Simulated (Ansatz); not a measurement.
a series on the Fe3Al structure: Ca3Y, Sr3Y, Ba3Y: a table of relaxed lattice constants and trends, run with the Python package of Ansatz (0.2.0).

The script, `series_ca3y.py`:
```python
"""A chemical series on the Fe3Al structure: relaxed cells and their trends."""

import warnings

import ansatz as az
import numpy as np
from tabulate import tabulate

SCF_TOL = 1e-05
MAX_SCF = 80
N_EMPTY = 4
CUTOFF_EV = 500
XC = "mr2scan"
KSPACING = 0.39
OCCUPATIONS = "fermi_dirac"
WIDTH_EV = 0.05


def fe3al(first, second, a):
    return (
        az.Lattice.fcc(a)
        .space_group(225)
        .atom(first, (0, 0, 0))
        .atom(second, (0.5, 0.5, 0.5))
        .atom(second, (0.25, 0.25, 0.25))
        .primitive()
    )


def solve(name, crystal, relax=True):
    calc = (
        crystal.calculation()
        .scf(tolerance=SCF_TOL, max_iterations=MAX_SCF, extra_bands=N_EMPTY)
        .basis(CUTOFF_EV, density_ratio=4)
        .functional(XC)
        .kpoints(spacing=KSPACING)
        .occupations(OCCUPATIONS, width=WIDTH_EV)
        .stress()  # GPa
        .band_table()  # levels at the mesh points
    )
    if relax:
        calc = calc.relax(force_tolerance=0.02, cell=True)
    return calc.run(threads=1, backend="cpu")

def bulk_modulus(name, outcome, step=0.02):
    # B = -V dP/dV from the pressures of two uniformly scaled cells, atoms held at their fractions
    pressure = []
    for factor in (1 - step, 1.0, 1 + step):
        cell = az.Crystal(lattice=az.Lattice.of(outcome.lattice.cell_ang * factor ** (1 / 3)))
        for site in outcome.report["lattice"]["sites"]:
            cell = cell.atom(site["symbol"], site["position_frac"])
        pressure.append(np.trace(solve(name, cell, relax=False).report["stress_gpa"]) / 3)
    slope, bend = (pressure[0] - pressure[2]) / (2 * step), abs(pressure[0] + pressure[2] - 2 * pressure[1])
    # a jump of mesh or basis between the cells shows as a kink: no modulus then
    return float(slope) if bend < 12 * step**2 * abs(slope) + 0.15 and abs(pressure[1]) < 1.5 else float("nan")


def volume_per_atom(outcome):
    return abs(np.linalg.det(outcome.lattice.cell_ang)) / len(outcome.lattice.sites)

# rough a for each member; the cell is relaxed
warnings.simplefilter("ignore", az.DeckWarning)

phases = {}
phases["Ca3Y"] = fe3al("Y", "Ca", 8.07)
phases["Sr3Y"] = fe3al("Y", "Sr", 8.49)
phases["Ba3Y"] = fe3al("Y", "Ba", 8.93)

done = {}
for name, crystal in phases.items():
    try:
        done[name] = solve(name, crystal)
    except az.NonConvergedError as error:
        print(name, "did not converge:", str(error)[:120])

rows = [(name, (4 * len(o.lattice.sites) * volume_per_atom(o)) ** (1 / 3), volume_per_atom(o), bulk_modulus(name, o)) for name, o in done.items()]
print(tabulate(rows, headers=["compound", "a (A)", "V (A^3/atom)", "B (GPa)"], floatfmt=".4f", tablefmt="rst"))
```

Rank the compounds by their relaxed volume per atom.

From smallest to largest: Ca3Y (39.06 Å³), Sr3Y (46.85 Å³) and Ba3Y (52.63 Å³). The largest is 35 % above the smallest.

The run itself:

Running `python series_ca3y.py` prints:
```text
==========  =======  ==============  =========
compound      a (A)    V (A^3/atom)    B (GPa)
==========  =======  ==============  =========
Ca3Y         8.5496         39.0583    21.2704
Sr3Y         9.0842         46.8530    16.2829
Ba3Y         9.4431         52.6285    14.0154
==========  =======  ==============  =========
```

Reading the output:
- The settings weren't tested for convergence.
- For the metals among these phases the mesh is modest: differences between phases can be off by up to 40 meV an atom.
- The program warned that this SCF threshold is loose for forces or stresses.
- The bulk modulus is taken at fixed shape and positions, an upper value where these are free.
- Pressure is positive in compression.
- The cells are built on a prototype by substitution; a member may or may not take this structure in nature.
- The script silences the warnings on its input, which a real study should read.
- Wall time of the script: 2.2 min on 1 thread of Arm Neoverse V2 (shared host), peak memory 1.1 GiB.

(Lines on the test bed's own set-up are left out of the output.)
